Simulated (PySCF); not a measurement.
**How the numerical set-up moves the result for AsF (triplet)**

Aim: see how much the energy and properties of AsF (triplet) depend on the numerical set-up.

Computed with PySCF 2.14.0. Level: method and basis as typed in the scripts.

### 1 Starting geometry

AsF (triplet): 2 atoms, charge 0, spin multiplicity 3.

Bond lengths: As1–F2 1.611 Å.

### 2 Base script

Contents of input.py:

```python
from pyscf import gto, scf, mp

mol = gto.M(
    atom='As 0 0 0; F 0 0 1.611',
    basis='6-31g*',
    charge=0,
    spin=2,
    symmetry=True,
    verbose=3,
)
mf = scf.UHF(mol)
mf.kernel()
mp.MP2(mf, frozen=10).kernel()
mf.dip_moment()
print('orbital energies (hartree):', [e[max(0, n-3):n+3].round(4) for e, n in zip(mf.mo_energy, mol.nelec)])
```

Command:

```console
> OMP_NUM_THREADS=1 python input.py
```

Its log is not repeated here.

Base result: E(SCF) = -2333.328338 Eh, E(MP2) − E(SCF) = -0.38947 Eh, ⟨S²⟩ = 2.021, μ = 1.26 D (of the SCF density).

The bond length is a typed value, not an optimised one. The triplet is typed in the script; nothing here shows that it is the ground state.

### 3 Pcseg-1

Variant 1 changes basis set: 6-31g* → pcseg-1.

Contents of input.py:

```python
from pyscf import gto, scf, mp

mol = gto.M(
    atom='As 0 0 0; F 0 0 1.611',
    basis='pcseg-1',
    charge=0,
    spin=2,
    symmetry=True,
    verbose=3,
)
mf = scf.UHF(mol)
mf.kernel()
mp.MP2(mf, frozen=10).kernel()
mf.dip_moment()
print('orbital energies (hartree):', [e[max(0, n-3):n+3].round(4) for e, n in zip(mf.mo_energy, mol.nelec)])
```

Command:

```console
> OMP_NUM_THREADS=1 python input.py
```

### 4 Crenbl (core potential on)

Variant 2 changes basis set: 6-31g* → crenbl; core potential: off → on; frozen orbitals: 10 → none. The core potential changes with it, and so the count of electrons: totals don't compare.

input.py, as its differences from that of step 2:

```diff
@@ -4,3 +4,4 @@
     atom='As 0 0 0; F 0 0 1.611',
-    basis='6-31g*',
+    basis='crenbl',
+    ecp={'As': 'crenbl', 'F': 'crenbl'},
     charge=0,
@@ -12,3 +13,3 @@
 mf.kernel()
-mp.MP2(mf, frozen=10).kernel()
+mp.MP2(mf).kernel()
 mf.dip_moment()
```

### 5 Cc-pvdz

Variant 3 changes basis set: 6-31g* → cc-pvdz.

input.py, as its differences from that of step 2:

```diff
@@ -4,3 +4,3 @@
     atom='As 0 0 0; F 0 0 1.611',
-    basis='6-31g*',
+    basis='cc-pvdz',
     charge=0,
```

### 6 Cartesian functions on

Variant 4 changes Cartesian functions: off → on.

input.py, as its differences from that of step 2:

```diff
@@ -8,2 +8,3 @@
     symmetry=True,
+    cart=True,
     verbose=3,
```

Before running it: what results should come out? Wanted: for each run, E(SCF); from base; gap, α spin; dipole; after the SCF.

As calculated:

| run | E(SCF) (hartree) | from base (eV) | gap, α spin (eV) | dipole (D) | functions | after the SCF |
| --- | --- | --- | --- | --- | --- | --- |
| base | -2333.328338 | 0 | 12.67 | 1.26 | 46 | MP2 correlation -10.598 eV |
| pcseg-1 | -2333.298857 | +0.8022 | 13.13 | 1.43 | 41 | MP2 correlation -7.067 eV |
| crenbl (core potential on) | -135.523600 | not comparable | n/a | 2.15 | 48 | MP2 correlation -11.915 eV |
| cc-pvdz | -2333.595454 | -7.2686 | 13.15 | 1.44 | 41 | MP2 correlation -7.294 eV |
| Cartesian functions on | -2333.332880 | -0.1236 | 12.60 | 1.26 | n/a | MP2 correlation -10.867 eV |

In words: Of the runs whose energies can be compared, “cc-pvdz” moves the SCF energy most (-7.269 eV). pcseg-1 (41 functions) gives an energy 0.80 eV higher than 6-31g* (46). cc-pvdz (41 functions) gives an energy 7.27 eV lower than 6-31g* (46); size alone doesn't order basis sets of different families.
